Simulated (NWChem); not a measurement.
**One shape, several levels: GaF (SMILES [F][Ga])**

We compute a comparison of 6 runs (B3LYP/6-31G*, PBE0/def2-SVP, M06-2X/def2-TZVP, B3LYP/def2-TZVPPD, CCSD(T)/def2-TZVPPD) of GaF. 

The calculation is run with NWChem 7.3.0.

2 further runs of the same task are left out: 2 set aside as unsound or not needed.

### 1 The molecule

The species is GaF (2 atoms), meant as a singlet with charge 0. SMILES: `[F][Ga]`. The shape is that of a PBE0-D4/def2-TZVP optimisation.

Bond lengths: F1–Ga2 1.787 Å.

### 2 Energy and forces at B3LYP/6-31G(d) (spherical functions) (run 1)

run.py reads:

```python
from ase import Atoms
from ase.calculators.nwchem import NWChem

system = Atoms(['F', 'Ga'], positions=[
    [0.000000, -0.000000, 0.006300],
    [-0.000000, 0.000000, 1.792850],
])

calc = NWChem(
    label='geom',
    theory='dft',
    memory='2200 mb',
    basis='6-31G*',
    basispar='spherical bse',
    dft={'xc': 'b3lyp', 'mult': '1', 'grid': 'xfine', 'convergence': 'energy 1e-08', 'iterations': '100', 'mulliken': None, 'print': 'low'},
)
system.calc = calc

forces = system.get_forces()
print(f"energy = {system.get_potential_energy():.6f} eV")
print("forces (eV/A):")
for s, f in zip(system.symbols, forces):
    print(f"{s:2s} {f[0]:10.5f} {f[1]:10.5f} {f[2]:10.5f}")
```

The run is started by

```bash
export ASE_NWCHEM_COMMAND="nwchem PREFIX.nwi > PREFIX.nwo"
python run.py
```

Standard output:

```text
energy = -55090.028875 eV
forces (eV/A):
F     0.00000   -0.00000    0.00766
Ga   -0.00000    0.00000   -0.00766
```

The calculator wrote geom.nwi:

```
title "geom"

permanent_dir geom

scratch_dir geom

start geom

geometry units angstrom nocenter noautosym noautoz
  F  0.0000000000000000e+00 -0.0000000000000000e+00 6.3000000000000000e-03
  Ga -0.0000000000000000e+00 0.0000000000000000e+00 1.7928500000000001e+00
end

memory 2200 mb

basis spherical bse noprint
   * library 6-31G*
end

dft
  xc b3lyp
  mult 1
  grid xfine
  convergence energy 1e-08
  iterations 100
  mulliken
  print low
end

task dft gradient
```

geom.nwo:

```text
Northwest Computational Chemistry Package (NWChem) 7.3.0
             --------------------------------------------------------

           Job information
           ---------------

    nwchem branch   = 7.3.0
    use scalapack   = T
    input           = geom.nwi
    prefix          = geom.
    data base       = geom/geom.db
    status          = startup
    nproc           =        1

           Memory information
           ------------------

[... 5 lines left out ...]
    hardfail = no
[... 34 lines left out ...]
            Nuclear Dipole moment (a.u.)
[... 58 lines left out ...]
         Total DFT energy =    -2024.521236276654
[... 1 line left out ...]
           Coulomb energy =      966.331444431964
[... 1 line left out ...]
 Nuclear repulsion energy =       82.639977874068
[... 18 lines left out ...]
    Atom       Charge   Shell Charges
 -----------   ------   -------------------------------------------------------
    1 F    9     9.26   1.99  0.93  3.17  0.86  2.30  0.01
    2 Ga  31    30.74   2.00  2.00  5.99  1.99  5.89  1.31  0.64  0.58  0.15  6.62  3.06  0.50

                         DFT ENERGY GRADIENTS

    atom               coordinates                        gradient
                 x          y          z           x          y          z
   1 F       0.000000   0.000000   0.011905   -0.000000   0.000000  -0.000149
   2 Ga      0.000000   0.000000   3.387995    0.000000  -0.000000   0.000149

 Task  times  cpu:       17.0s     wall:       17.0s
 Total times  cpu:       17.0s     wall:       17.0s
```

Wall time 19 s (1 thread of Intel Xeon Platinum 8259CL at 2.50GHz (Skylake/Cascade Lake), shared host); peak memory 0.12 GiB.

### 3 Energy and gradient at PBE0/def2-SVP (run 2)

fga.nw reads:

```
start fga
title "FGa gradient"
memory total 2200 mb

geometry units angstrom noautosym nocenter noautoz
  F        0.000000       0.000000       0.006300
  Ga       0.000000       0.000000       1.792850
end

basis spherical bse
  * library def2-SVP
end

dft
  xc pbe0
  grid xfine
  convergence energy 1e-08
  maxiter 100
  mulliken
  print medium
end

task dft gradient
```

The run is started by

```bash
nwchem fga.nw > fga.out
```

Standard output:

```text
[...]
          Wavefunction type:  closed shell.
          No. of atoms     :     2
          No. of electrons :    40
[...]
          Charge           :     0
          Spin multiplicity:     1
[...]
          AO basis - number of functions:    46
[...]
              XC Information
              --------------
                         PBE0 Method XC Functional
                     Hartree-Fock (Exact) Exchange  0.250
          PerdewBurkeErnzerhof Exchange Functional  0.750
            Perdew 1991 LDA Correlation Functional  1.000 local
           PerdewBurkeErnz. Correlation Functional  1.000 non-local
[...]
 d= 0,ls=0.0,diis     1  -2023.9912248899 -2.11D+03  3.36D-02  6.29D-01     1.7
[...]
 d= 0,ls=0.0,diis     8  -2024.0723404918  9.64D-09  3.86D-06  1.73D-07     7.7
         Total DFT energy =    -2024.072340491842
      One electron energy =    -2988.658437842236
           Coulomb energy =      967.144711786084
    Exchange-Corr. energy =      -85.198592309758
 Nuclear repulsion energy =       82.639977874068
[...]
      Total Density - Mulliken Population Analysis
     ---------------------------------------------
    Atom       Charge   Shell Charges
 -----------   ------   -------------------------------------------------------
    1 F    9     9.43   1.99  1.12  0.83  3.31  2.17  0.00
    2 Ga  31    30.57   2.00  2.00  2.00  1.46  0.48  6.00  5.98  0.39  0.18  8.05  1.83  0.21
[...]
  wavefunction    = closed shell
                         DFT ENERGY GRADIENTS
    atom               coordinates                        gradient
                 x          y          z           x          y          z
   1 F       0.000000   0.000000   0.011905   -0.000000  -0.000000  -0.003316
   2 Ga      0.000000   0.000000   3.387995    0.000000   0.000000   0.003316
[...]
```

Wall time 11 s (1 thread of Intel Xeon Platinum 8259CL at 2.50GHz (Skylake/Cascade Lake), shared host); peak memory 0.12 GiB.

Runs 3 to 5 aren't shown in full; the table further down has their settings and results.

### 4 The energy at CCSD(T)/def2-TZVPPD (run 6)

work.nw reads:

```
start work
title "FGa energy"
memory 2200 mb
geometry units angstroms noautosym nocenter noautoz
 F        0.000000       0.000000       0.006300
 Ga       0.000000       0.000000       1.792850
end
basis spherical bse
 F library def2-TZVPPD
 Ga library def2-TZVPPD
end
scf
 singlet
 rhf
 thresh 1e-08
 maxiter 80
 print medium
end
ccsd
 freeze core 10
 maxiter 60
end
task ccsd(t) energy
```

The run is started by

```bash
nwchem work.nw > work.out
```

Standard output:

```text
[...]
  functions       =    94
[...]
  wavefunction    = RHF
[...]
         Total SCF energy =  -2022.791320145531
      One-electron energy =  -2990.248342578279
      Two-electron energy =    884.817044558680
 Nuclear repulsion energy =     82.639977874068
        Time for solution =     51.4s
[...]
 Total MP2 energy:          -2023.248631314734894
[...]
             energy      energy      error      ampl     ampl      Block
                                                time     time      time
[...]
 Total CCSD energy:          -2023.245807759889203
[...]
 Total CCSD+T(CCSD) energy:          -2023.265194827800997
[...]
 Total CCSD(T) energy:               -2023.262739661943442
[...]
```

Run time: 4.8 min. Hardware: 1 thread of Intel Xeon Platinum 8259CL at 2.50GHz (Skylake/Cascade Lake), shared host; peak memory 0.25 GiB.

### 5 All runs side by side

| run | level | Cartesian functions | integration grid | energy (Eh) | largest force (eV/Å) | wall time |
| --- | --- | --- | --- | --- | --- | --- |
| 1 | B3LYP/6-31G* (spherical functions) | no | xfine | -2024.521236 | 0.008 | 19 s |
| 2 | PBE0/def2-SVP | no | xfine | -2024.072340 | 0.171 | 11 s |
| 3 | B3LYP/6-31G* (Cartesian functions) | yes | xfine | -2024.527730 | 0.045 | 14 s |
| 4 | M06-2X/def2-TZVP | no | xfine | -2024.758198 | 0.001 | 43 s |
| 5 | B3LYP/def2-TZVPPD | no | fine | -2024.854969 | 0.328 | 39 s |
| 6 | CCSD(T)/def2-TZVPPD | no | – | -2023.262740 | – | 4.8 min |

### 6 Summary of results

```
                                           quantity           value
                                run 6: total energy  -2023.26274 Eh
         run 6: HOMO energy (Hartree–Fock orbitals)       -10.00 eV
         run 6: LUMO energy (Hartree–Fock orbitals)         1.08 eV
       run 6: HOMO–LUMO gap (Hartree–Fock orbitals)        11.08 eV
run 6: correlation energy (10 core orbitals frozen)      -471.4 mEh
                              run 6: (T) correction      -16.93 mEh
```

**Reading.** Over runs 2, 3, 4, 5 the dipole moment (its size) runs from 1.83 D (B3LYP/6-31G*) to 2.39 D (B3LYP/def2-TZVPPD). Over runs 2, 3, 4, 5 the HOMO–LUMO gap runs from 6.04 eV (B3LYP/6-31G*) to 8.00 eV (M06-2X/def2-TZVP). The two ends differ in method and basis. Totals of different functionals can't be ranked against each other. All runs together took 6.9 min, the longest 4.8 min.
